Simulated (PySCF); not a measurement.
# C2HClIS−: NMR shieldings

Wanted: NMR shieldings for C2HClIS− (`[S-]/C(Cl)=C/I`).

Programs: PySCF 2.14.0, with routines of our own; each step states its level. All values are computed. Atoms count from 0.

## Step 1: The system as given

6 atoms, charge -1, multiplicity 1; geometry from: GFN2-xTB.

## Step 2: NMR shieldings: PBE/pcSseg-1 I:us-x2c-TZVPall-2c in dichloromethane, spin–orbit

Job settings and geometry (Å):

```
{"job": {"kind": "hnmr", "xc": "PBE", "basis": {"default": "pcSseg-1", "I": "us-x2c-TZVPall-2c"}, "rel": "so", "solvent": "dichloromethane"}, "charge": -1, "multiplicity": 1}
S     -2.207466    -0.318855    -0.010482
C     -0.637543     0.269327    -0.002226
Cl    -0.387093     2.032637     0.015370
C      0.438653    -0.520561    -0.008325
I      2.457609     0.128585     0.004083
H      0.338963    -1.589143    -0.019993
```

Method: PBE/pcSseg-1 I:us-x2c-TZVPall-2c GIAO NMR shielding, X2C with spin-orbit coupling, screened-nuclear two-electron part, Gaussian nuclei, IEF-PCM dichloromethane.

Launch:

```bash
$ OMP_NUM_THREADS=1 python heavy_run.py task.json out
```

One launch serves the whole session: the jobs run in the order shown.

Output:

```text
spin-free SCF
coarse grid: 33496 points
cycle   1  E = -8052.2269101186  dE =  1.005e-01  |g| = 4.765e-01  |ddm| = 9.389e+00
cycle   2  E = -8052.1800740056  dE =  4.684e-02  |g| = 5.971e-01  |ddm| = 1.706e+00
cycle   3  E = -8052.2831073037  dE = -1.030e-01  |g| = 1.411e-01  |ddm| = 1.142e+00
cycle   4  E = -8052.2877529798  dE = -4.646e-03  |g| = 4.811e-02  |ddm| = 2.721e-01
cycle   5  E = -8052.2880650513  dE = -3.121e-04  |g| = 1.370e-02  |ddm| = 6.040e-02
cycle   6  E = -8052.2880917721  dE = -2.672e-05  |g| = 9.412e-03  |ddm| = 2.626e-02
cycle   7  E = -8052.2881127224  dE = -2.095e-05  |g| = 1.996e-03  |ddm| = 9.628e-03
cycle   8  E = -8052.2881134706  dE = -7.483e-07  |g| = 5.261e-04  |ddm| = 2.316e-03
final grid: 65328 points
cycle   9  E = -8052.2855924630  dE = -8.398e-07  |g| = 2.445e-03  |ddm| = 2.644e-03
cycle  10  E = -8052.2855892870  dE =  3.176e-06  |g| = 3.578e-03  |ddm| = 6.047e-03
cycle  11  E = -8052.2855922812  dE = -2.994e-06  |g| = 1.569e-03  |ddm| = 6.006e-03
cycle  12  E = -8052.2855929261  dE = -6.448e-07  |g| = 3.901e-04  |ddm| = 1.675e-03
cycle  13  E = -8052.2855929682  dE = -4.213e-08  |g| = 2.234e-05  |ddm| = 5.797e-04
cycle  14  E = -8052.2855929683  dE = -1.219e-10  |g| = 6.124e-06  |ddm| = 2.969e-05
converged SCF energy = -8052.2855929683
two-component SCF
cycle   1  E = -8051.3508112245  dE = -8.051e+03  |FDS-SDF| = 5.765e+01
cycle   2  E = -8053.5102832599  dE = -2.159e+00  |FDS-SDF| = 9.242e-02
cycle   3  E = -8053.5102768641  dE =  6.396e-06  |FDS-SDF| = 1.651e-02
cycle   4  E = -8053.5102028486  dE =  7.402e-05  |FDS-SDF| = 1.956e-02
cycle   5  E = -8053.5102844697  dE = -8.162e-05  |FDS-SDF| = 7.350e-03
cycle   6  E = -8053.5102977945  dE = -1.332e-05  |FDS-SDF| = 8.186e-04
cycle   7  E = -8053.5102978786  dE = -8.416e-08  |FDS-SDF| = 3.621e-04
cycle   8  E = -8053.5102979088  dE = -3.014e-08  |FDS-SDF| = 6.043e-05
cycle   9  E = -8053.5102979097  dE = -9.259e-10  |FDS-SDF| = 1.252e-05
converged, E = -8053.5102979097

Field gradients (au) and densities at the nuclei (bohr^-3)
atom        Vxx        Vyy        Vzz        centre      nuclear mean
  0 S     -0.9006    -1.3811     2.2817       2351.828       2351.790
  1 C      0.0069     0.3266    -0.3334        114.582        114.581
  2 Cl    -1.4554    -1.9900     3.4454       2816.991       2816.940
  3 C     -0.1932    -0.2087     0.4019        114.594        114.594
  4 I     -4.9043    -5.7423    10.6466     227885.596     225826.601
  5 H     -0.1567    -0.1907     0.3474          0.382          0.382
without picture change
  4 I                           11.5882                    484266.341

Core orbital energies (eV)
atom   shell        mean    spread
  0 S  1s        -2401.113   0.000
  0 S  2s         -207.791   0.000
  0 S  2p1/2      -153.512   0.000
  0 S  2p3/2      -152.278   0.154
  2 Cl 1s        -2748.082   0.000
  2 Cl 2s         -250.659   0.000
  2 Cl 3s          -20.238   0.000
  2 Cl 2p1/2      -190.833   0.000
  2 Cl 2p3/2      -189.177   0.184
  4 I  1s       -32913.873   0.000
  4 I  2s        -5084.241   0.000
  4 I  3s        -1025.196   0.000
  4 I  4s         -178.839   0.000
  4 I  5s          -16.810   0.000
  4 I  2p1/2     -4769.307   0.000
  4 I  2p3/2     -4472.384   0.036
  4 I  3p1/2      -895.282   0.000
  4 I  3p3/2      -839.255   0.087
  4 I  4p1/2      -133.560   0.000
  4 I  4p3/2      -122.626   0.193
  4 I  3d3/2      -610.499   0.081
  4 I  3d5/2      -598.893   0.105
  4 I  4d3/2       -49.834   0.223
  4 I  4d5/2       -48.130   0.297

vertical triplet (scalar unrestricted SCF): 2.799 eV

Shielding tensors (ppm)
atom      isotropic    diamagn.    paramagn.     s11        s22        s33       span
  0 S       375.07     1035.91     -660.83     235.59     412.72     476.91     241.32
  1 C        21.44      253.26     -231.83     -78.22      53.68      88.84     167.06
  2 Cl      524.30     1121.79     -597.49     320.91     342.81     909.18     588.28
  3 C       140.22      246.68     -106.46      63.33     149.50     207.84     144.51
  4 I      4782.39     5094.73     -312.34    4004.48    4178.49    6164.19    2159.71
  5 H        26.87       29.94       -3.07      17.18      27.24      36.19      19.02
```

It took 43 s on 1 thread of Arm Neoverse V2, shared host; peak memory 0.94 GiB.

Key values:

| quantity | value |
| --- | --- |
| energy from spin-orbit coupling | -1.2247 Eh |

## Step 3: NMR shieldings: PBE/pcSseg-1 I:us-x2c-TZVPall-2c in dichloromethane, spin-free

Job settings and geometry (Å):

```
{"job": {"kind": "hnmr", "xc": "PBE", "basis": {"default": "pcSseg-1", "I": "us-x2c-TZVPall-2c"}, "rel": "sf", "solvent": "dichloromethane"}, "charge": -1, "multiplicity": 1}
S     -2.207466    -0.318855    -0.010482
C     -0.637543     0.269327    -0.002226
Cl    -0.387093     2.032637     0.015370
C      0.438653    -0.520561    -0.008325
I      2.457609     0.128585     0.004083
H      0.338963    -1.589143    -0.019993
```

Method: PBE/pcSseg-1 I:us-x2c-TZVPall-2c GIAO NMR shielding, spin-free X2C, Gaussian nuclei, IEF-PCM dichloromethane.

Output:

```text
spin-free SCF
coarse grid: 33496 points
cycle   1  E = -8052.2269101186  dE =  1.005e-01  |g| = 4.765e-01  |ddm| = 9.389e+00
cycle   2  E = -8052.1800740056  dE =  4.684e-02  |g| = 5.971e-01  |ddm| = 1.706e+00
cycle   3  E = -8052.2831073037  dE = -1.030e-01  |g| = 1.411e-01  |ddm| = 1.142e+00
cycle   4  E = -8052.2877529798  dE = -4.646e-03  |g| = 4.811e-02  |ddm| = 2.721e-01
cycle   5  E = -8052.2880650513  dE = -3.121e-04  |g| = 1.370e-02  |ddm| = 6.040e-02
cycle   6  E = -8052.2880917721  dE = -2.672e-05  |g| = 9.412e-03  |ddm| = 2.626e-02
cycle   7  E = -8052.2881127224  dE = -2.095e-05  |g| = 1.996e-03  |ddm| = 9.628e-03
cycle   8  E = -8052.2881134706  dE = -7.483e-07  |g| = 5.261e-04  |ddm| = 2.316e-03
final grid: 65328 points
cycle   9  E = -8052.2855924630  dE = -8.398e-07  |g| = 2.445e-03  |ddm| = 2.644e-03
cycle  10  E = -8052.2855892870  dE =  3.176e-06  |g| = 3.578e-03  |ddm| = 6.047e-03
cycle  11  E = -8052.2855922812  dE = -2.994e-06  |g| = 1.569e-03  |ddm| = 6.006e-03
cycle  12  E = -8052.2855929261  dE = -6.448e-07  |g| = 3.901e-04  |ddm| = 1.675e-03
cycle  13  E = -8052.2855929682  dE = -4.213e-08  |g| = 2.234e-05  |ddm| = 5.797e-04
cycle  14  E = -8052.2855929683  dE = -1.219e-10  |g| = 6.124e-06  |ddm| = 2.969e-05
converged SCF energy = -8052.2855929683
check of the scalar solution
cycle   1  E = -8052.2855929683  dE = -8.052e+03  |FDS-SDF| = 6.475e+00
cycle   2  E = -8052.2874684114  dE = -1.875e-03  |FDS-SDF| = 4.093e-03
cycle   3  E = -8052.2874684119  dE = -4.839e-10  |FDS-SDF| = 1.713e-04
cycle   4  E = -8052.2874684099  dE =  1.979e-09  |FDS-SDF| = 1.659e-04
cycle   5  E = -8052.2874684119  dE = -2.034e-09  |FDS-SDF| = 6.519e-05
converged, E = -8052.2874684119

Field gradients (au) and densities at the nuclei (bohr^-3)
atom        Vxx        Vyy        Vzz        centre      nuclear mean
  0 S     -0.9033    -1.3800     2.2832       2351.840       2351.802
  1 C      0.0071     0.3260    -0.3331        114.582        114.581
  2 Cl    -1.4561    -1.9931     3.4492       2817.008       2816.956
  3 C     -0.1958    -0.2130     0.4089        114.592        114.592
  4 I     -4.9360    -5.7769    10.7129     227718.364     225659.370
  5 H     -0.1566    -0.1907     0.3473          0.382          0.382
without picture change
  4 I                           11.7145                    484287.020

Core orbital energies (eV)
atom   shell        mean    spread
  0 S  1s        -2401.121   0.000
  0 S  2s         -207.799   0.000
  0 S  2p         -152.697   0.259
  2 Cl 1s        -2748.085   0.000
  2 Cl 2s         -250.662   0.000
  2 Cl 3s          -20.242   0.000
  2 Cl 2p         -189.732   0.305
  4 I  1s       -32916.025   0.000
  4 I  2s        -5084.660   0.000
  4 I  3s        -1025.304   0.000
  4 I  4s         -178.873   0.000
  4 I  5s          -16.820   0.000
  4 I  2p        -4567.353   0.054
  4 I  3p         -857.234   0.132
  4 I  4p         -126.141   0.294
  4 I  3d         -603.589   0.117
  4 I  4d          -48.831   0.339

Shielding tensors (ppm)
atom      isotropic    diamagn.    paramagn.     s11        s22        s33       span
  0 S       382.83     1050.72     -667.89     236.74     418.82     492.93     256.19
  1 C        11.51      253.12     -241.62     -84.47      37.14      81.86     166.33
  2 Cl      536.55     1139.33     -602.79     324.10     353.25     932.28     608.18
  3 C       111.04      246.42     -135.37      54.84     114.75     163.53     108.69
  4 I      3511.02     5559.50    -2048.48    2505.07    2672.48    5355.52    2850.45
  5 H        27.32       29.86       -2.53      18.53      27.25      36.19      17.66
```

It took 13 s on 1 thread of Arm Neoverse V2, shared host; peak memory 0.85 GiB.

## Step 4: Shieldings side by side

| run | I4 | C3 | Cl2 | C1 | S0 | H5 | time |
| --- | --- | --- | --- | --- | --- | --- | --- |
| step 2, PBE/pcSseg-1 I:us-x2c-TZVPall-2c in dichloromethane, spin–orbit | 4782.4 | 140.2 | 524.3 | 21.4 | 375.1 | 26.9 | 43 s |
| step 3, PBE/pcSseg-1 I:us-x2c-TZVPall-2c in dichloromethane, spin-free | 3511.0 | 111.0 | 536.5 | 11.5 | 382.8 | 27.3 | 13 s |

## Step 5: What came out

| quantity | value |
| --- | --- |
| energy from spin-orbit coupling (step 2, PBE/pcSseg-1 I:us-x2c-TZVPall-2c in dichloromethane, spin–orbit) | -1.2247 Eh |
| shieldings (step 2, PBE/pcSseg-1 I:us-x2c-TZVPall-2c in dichloromethane, spin–orbit) | S0 375.1, C1 21.4, Cl2 524.3, C3 140.2, I4 4782.4, H5 26.9 ppm |
| shieldings (step 3, PBE/pcSseg-1 I:us-x2c-TZVPall-2c in dichloromethane, spin-free) | S0 382.8, C1 11.5, Cl2 536.5, C3 111.0, I4 3511.0, H5 27.3 ppm |

In words: A continuum can't give the shift that close solvent molecules cause at an ion. A contracted two-component basis is stiff near heavy nuclei, so the absolute shieldings of the heavy atoms from it are rough. In step 2, I4 has the widest tensor, 2160 ppm. I4 moves most between the runs, by 1271 ppm; the labels say what changes from run to run.
